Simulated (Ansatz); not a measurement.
# Co (Cobalt): the cost of one run

Computed with Ansatz 0.2.0 (DFT, PBE, PAW with Ansatz's default frozen-core files, scalar-relativistic, unless a step's input says otherwise).

### 1 The starting structure

It takes space group P6_3/mmc (No. 194, hexagonal). Conventional cell: a = 2.507 Å, b = 2.507 Å, c = 4.070 Å, α = 90.00°, β = 90.00°, γ = 120.00°. Around Co (site symmetry -6m2) lie 12 Co at 2.50 to 2.51 Å.

Structure file:

```xyz
2
Lattice="2.5074 0.0000 0.0000 -1.2537 2.1715 0.0000 0.0000 0.0000 4.0699" Properties=species:S:1:pos:R:3 pbc="T T T"
Co    0.0000    1.4476    1.0175
Co    1.2537    0.7238    3.0524
```

Atoms are numbered in the order of the input: Co1, Co2.

### 2 Free moments from the typed start, PAW

input.yaml reads:

```yaml
crystal:
  lattice:
    - [2.5074, 0.0, 0.0]
    - [-1.2537, 2.1714720974, 0.0]
    - [0.0, 0.0, 4.0699]
  atoms:
    - { symbol: Co, position: [0.3333333333, 0.6666666667, 0.25], spin: 2.0 }
    - { symbol: Co, position: [0.6666666667, 0.3333333333, 0.75], spin: 2.0 }
magnetization:
  spin_polarized: true
kpoints:
  mp_grid: { grid: [15, 15, 8] }
scf:
  occupations: { method: fermi_dirac, width: 0.08 }
  lower_state_search: "off"
hamiltonian:
  xc: pbe
  pseudopotentials: { kind: paw }
output:
  forces: true
  stress: true
  eigenvalues: true
  populations: true
```

Run with:

```console
> ansatz run input.yaml --threads 1 --pin off --max-ram 3072MiB --backend cpu --events-out ev --progress --plain --runs-dir out
```

What time and memory should one allow on 1 thread of Intel Xeon Platinum 8275CL at 3.00GHz (Skylake/Cascade Lake), shared host?

About 9.7 s, with a peak of 0.43 GiB.
